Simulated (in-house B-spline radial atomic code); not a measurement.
# Cr⁹⁺: excited configurations in jj coupling

How much energy does it take to promote electrons of Cr⁹⁺ to other shells? Each configuration is solved by itself and compared with the reference.

The numbers are computed with in-house B-spline radial atomic code version 1 (Dirac-Hartree-Fock, average of configuration, Fermi nucleus, basis-set limit), except any that are marked as measured or tabulated.

### 1 The atom as given

```
element       : chromium (Z = 24)
charge        : +9
electrons     : 15
configuration : 1s2 2s2 2p6 3s2 3p-2 3p+1
Hamiltonian   : Dirac-Coulomb
nucleus       : Fermi, rms radius 3.645 fm
```

In configurations, a minus sign after the shell means j = l − 1/2 and a plus sign j = l + 1/2; the count of electrons follows.

Input settings:

```ini
Z = 24
electrons = 15.0
configuration = 1s2 2s2 2p6 3s2 3p-2 3p+1
hamiltonian = dirac
method = hf
spin_polarised = False
nucleus = fermi
rms_radius = 3.6452
mass_number = 52
atomic_mass = 51.940504714
speed_of_light = 137.035999084
```

This reference run was done before. Its total energy is -1019.978933 hartree, and its levels are (the highest eight at most):

```
orbital  occupation  energy (eV)  <r> (bohr)
  1s1/2           2     -6267.22     0.06350
  2s1/2           2      -941.41      0.2893
  2p1/2           2      -830.00      0.2550
  2p3/2           4      -818.95      0.2586
  3s1/2           2      -271.25      0.8040
  3p3/2           1      -239.18      0.8158
  3p1/2           2      -239.15      0.8125
```

### 2 Configuration 1s2 2s2 2p6 3s2 3p+2 4d+1

Input settings:

```ini
Z = 24
electrons = 15.0
configuration = 1s2 2s2 2p6 3s2 3p+2 4d+1
hamiltonian = dirac
method = hf
spin_polarised = False
nucleus = fermi
rms_radius = 3.6452
mass_number = 52
atomic_mass = 51.940504714
speed_of_light = 137.035999084
```

### 3 1s2 2s2 2p-1 2p+4 3s2 3p-2 3p+1 3d-1

Settings: those of step 2 with these lines changed.

```diff
@@ -2,3 +2,3 @@
 electrons = 15.0
-configuration = 1s2 2s2 2p6 3s2 3p+2 4d+1
+configuration = 1s2 2s2 2p-1 2p+4 3s2 3p-2 3p+1 3d-1
 hamiltonian = dirac
```

### 4 1s2 2s2 2p-1 2p+4 3s2 3p-1 3p+2 4f+1

Settings: those of step 3 with these lines changed.

```diff
@@ -2,3 +2,3 @@
 electrons = 15.0
-configuration = 1s2 2s2 2p-1 2p+4 3s2 3p-2 3p+1 3d-1
+configuration = 1s2 2s2 2p-1 2p+4 3s2 3p-1 3p+2 4f+1
 hamiltonian = dirac
```

### 5 Configuration 1s2 2s2 2p6 3s2 3p-1 3p+1 5f-1

Settings: those of step 4 with these lines changed.

```diff
@@ -2,3 +2,3 @@
 electrons = 15.0
-configuration = 1s2 2s2 2p-1 2p+4 3s2 3p-1 3p+2 4f+1
+configuration = 1s2 2s2 2p6 3s2 3p-1 3p+1 5f-1
 hamiltonian = dirac
```

### 6 Configuration 1s2 2s2 2p6 3s2 3p+2 5p-1

Settings: those of step 5 with these lines changed.

```diff
@@ -2,3 +2,3 @@
 electrons = 15.0
-configuration = 1s2 2s2 2p6 3s2 3p-1 3p+1 5f-1
+configuration = 1s2 2s2 2p6 3s2 3p+2 5p-1
 hamiltonian = dirac
```

### 7 1s2 2s2 2p6 3s2 3p+2 7f+1

Settings: those of step 6 with these lines changed.

```diff
@@ -2,3 +2,3 @@
 electrons = 15.0
-configuration = 1s2 2s2 2p6 3s2 3p+2 5p-1
+configuration = 1s2 2s2 2p6 3s2 3p+2 7f+1
 hamiltonian = dirac
```

### 8 Run with 1s2 2s2 2p6 3s2 3p-2 3d-1

Settings: those of step 7 with these lines changed.

```diff
@@ -2,3 +2,3 @@
 electrons = 15.0
-configuration = 1s2 2s2 2p6 3s2 3p+2 7f+1
+configuration = 1s2 2s2 2p6 3s2 3p-2 3d-1
 hamiltonian = dirac
```

### 9 Configuration 1s2 2s2 2p6 3s1 3p-2 3p+1 5f-1

Settings: those of step 8 with these lines changed.

```diff
@@ -2,3 +2,3 @@
 electrons = 15.0
-configuration = 1s2 2s2 2p6 3s2 3p-2 3d-1
+configuration = 1s2 2s2 2p6 3s1 3p-2 3p+1 5f-1
 hamiltonian = dirac
```

### 10 Configuration 1s2 2s2 2p6 3s1 3p-2 3p+1 7g+1

Settings: those of step 9 with these lines changed.

```diff
@@ -2,3 +2,3 @@
 electrons = 15.0
-configuration = 1s2 2s2 2p6 3s1 3p-2 3p+1 5f-1
+configuration = 1s2 2s2 2p6 3s1 3p-2 3p+1 7g+1
 hamiltonian = dirac
```

**Question.** How far above the reference does each configuration lie (order and size, in eV)?

As calculated:

| net move | configuration | energy above the reference (eV) | with Breit, QED, recoil (eV) | largest <r> (bohr) |
| --- | --- | --- | --- | --- |
| 3p3/2 → 3d3/2 | 1s2 2s2 2p6 3s2 3p-2 3d-1 | 45.283 | 45.243 | 0.812 |
| 2×3p1/2 → 3p3/2, 4d5/2 | 1s2 2s2 2p6 3s2 3p+2 4d+1 | 142.97 | 142.83 | 1.80 |
| 2×3p1/2 → 3p3/2, 5p1/2 | 1s2 2s2 2p6 3s2 3p+2 5p-1 | 172.67 | 172.54 | 2.93 |
| 3p1/2 → 5f5/2 | 1s2 2s2 2p6 3s2 3p-1 3p+1 5f-1 | 182.61 | 182.52 | 3.03 |
| 2×3p1/2 → 3p3/2, 7f7/2 | 1s2 2s2 2p6 3s2 3p+2 7f+1 | 212.21 | 212.07 | 6.58 |
| 3s → 5f5/2 | 1s2 2s2 2p6 3s1 3p-2 3p+1 5f-1 | 214.63 | 214.51 | 3.02 |
| 3s → 7g9/2 | 1s2 2s2 2p6 3s1 3p-2 3p+1 7g+1 | 242.82 | 242.71 | 6.32 |
| 2p1/2 → 3d3/2 | 1s2 2s2 2p-1 2p+4 3s2 3p-2 3p+1 3d-1 | 622.00 | 621.37 | 0.793 |
| 2p1/2, 3p1/2 → 3p3/2, 4f7/2 | 1s2 2s2 2p-1 2p+4 3s2 3p-1 3p+2 4f+1 | 732.34 | 731.65 | 1.69 |

**Reading.** At the bottom stands 3p3/2 → 3d3/2 (45.283 eV), at the top 2p1/2, 3p1/2 → 3p3/2, 4f7/2 (732.34 eV). 2 of them lie more than 2 % above the ionisation threshold that Koopmans' theorem gives (239.15 eV), where such states can decay by emitting an electron. Two partly filled shells share a symmetry and can mix in the average, which may lower the energy, for: 2p1/2, 3p1/2 → 3p3/2, 4f7/2. These are averages over configurations, without correlation, not spectroscopic levels.
